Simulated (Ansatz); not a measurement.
# Br₂H₄N₂Ti: up Jacob's ladder to CCSD(T)

An exercise on one series of results from a longer session: the logs are not shown, and one member is left open.

Method: functionals in def2-TZVPP, the program's frozen cores in correlated methods; program: Ansatz 0.2.0, Gaussian basis.

Plan: LDA (SPW92), PBE-D4, revPBE-D4, BLYP-D4, r2SCAN-D4, B97M-V, PBE0-D4, B3LYP-D4, r2SCANh-D4, r2SCAN0-D4, HSE06-D4, BHLYP-D4, CAM-B3LYP-D4, LC-ωPBE, ωB97X-V, ωB97M-V, B2PLYP, PBE-QIDH; CCSD(T)/def2-SVP; MP2/def2-TZVPP; MP2/def2-QZVPP; RPA on PBE.

### The relaxed structure

All runs share one geometry, relaxed beforehand with PBE0-D4 in a triple-zeta def2 set.

SMILES `[NH2][Ti]([NH2])([Br])[Br]`, 9 atoms, charge 0, spin multiplicity 1.

Atoms are counted from 1 here; the program's logs count them from 0.

Bond lengths: N1–Ti2 1.853 Å, N1–H6 1.009 Å, N1–H7 1.012 Å, Ti2–N3 1.848 Å, Ti2–Br4 2.367 Å, Ti2–Br5 2.367 Å, N3–H8 1.012 Å, N3–H9 1.012 Å. Angles: Ti2–N1–H6 126.5°, Ti2–N1–H7 122.5°, H6–N1–H7 111.0°, N1–Ti2–N3 105.7°, N1–Ti2–Br4 109.2°, N1–Ti2–Br5 109.2°, N3–Ti2–Br4 109.9°, N3–Ti2–Br5 109.9°, Br4–Ti2–Br5 112.7°, Ti2–N3–H8 124.0°, Ti2–N3–H9 124.0°, H8–N3–H9 111.0°.

The first run:

in.yaml reads:

```yaml
crystal:
  periodic: [false, false, false]
  atoms:
    - {symbol: N, position_ang: [-0.895827, 0.929602, -0.883674]}
    - {symbol: Ti, position_ang: [0.407831, -0.271069, -0.342202]}
    - {symbol: N, position_ang: [0.191678, -0.453794, 1.484144]}
    - {symbol: Br, position_ang: [0.041663, -2.351652, -1.409595]}
    - {symbol: Br, position_ang: [2.543339, 0.633726, -0.814889]}
    - {symbol: H, position_ang: [-1.577224, 1.383109, -0.293521]}
    - {symbol: H, position_ang: [-1.005210, 1.214085, -1.849132]}
    - {symbol: H, position_ang: [0.720424, 0.066950, 2.171777]}
    - {symbol: H, position_ang: [-0.338073, -1.197357, 1.920094]}
basis:
  gaussian: {orbitals: def2-TZVPP}
hamiltonian: {xc: lda}
output: {orbitals: {seedname: orbitals}}
```

Run with:

```bash
ansatz run in.yaml --threads 4 --pin off --events-out ev --progress --plain --max-ram 11315MiB
```

Among the steps run: LDA; PBE-D4 (GGA); revPBE-D4 (GGA); BLYP-D4 (GGA); r2SCAN-D4 (meta-GGA); B97M-V (meta-GGA); PBE0-D4 (hybrid); B3LYP-D4 (hybrid); r2SCANh-D4 (hybrid); r2SCAN0-D4 (hybrid); HSE06-D4 (hybrid); BHLYP-D4 (hybrid); CAM-B3LYP-D4 (range-separated); LC-ωPBE (range-separated); ωB97X-V (range-separated); ωB97M-V (range-separated); B2PLYP (double hybrid); PBE-QIDH (double hybrid).

One of the session's tables, all rows but one given; the rest of the session is left out.

It belongs to the step «Orbital energies across the functionals». 

| functional | HOMO (eV) | LUMO (eV) | gap (eV) |
| --- | --- | --- | --- |
| LDA (SPW92) | -6.61 | -3.60 | 3.01 |
| PBE-D4 | -6.43 | -3.36 | 3.07 |
| revPBE-D4 | ? | ? | ? |
| BLYP-D4 | -6.28 | -3.25 | 3.03 |
| r2SCAN-D4 | -6.75 | -3.32 | 3.43 |
| B97M-V | -6.80 | -3.32 | 3.48 |
| PBE0-D4 | -7.71 | -2.44 | 5.27 |
| B3LYP-D4 | -7.46 | -2.69 | 4.77 |
| r2SCANh-D4 | -7.22 | -2.96 | 4.26 |
| r2SCAN0-D4 | -7.93 | -2.40 | 5.53 |
| HSE06-D4 | -7.32 | -2.82 | 4.50 |
| BHLYP-D4 | -8.85 | -1.34 | 7.51 |
| CAM-B3LYP-D4 | -9.02 | -1.38 | 7.64 |
| LC-ωPBE | -10.38 | -0.31 | 10.07 |
| ωB97X-V | -10.02 | -0.32 | 9.70 |
| ωB97M-V | -9.89 | -0.32 | 9.57 |

Estimate the missing values for revPBE-D4.

As computed: HOMO (eV): -6.37; LUMO (eV): -3.28; gap (eV): 3.09. In the column «HOMO (eV)» it lies between PBE-D4 (-6.43) and BLYP-D4 (-6.28).
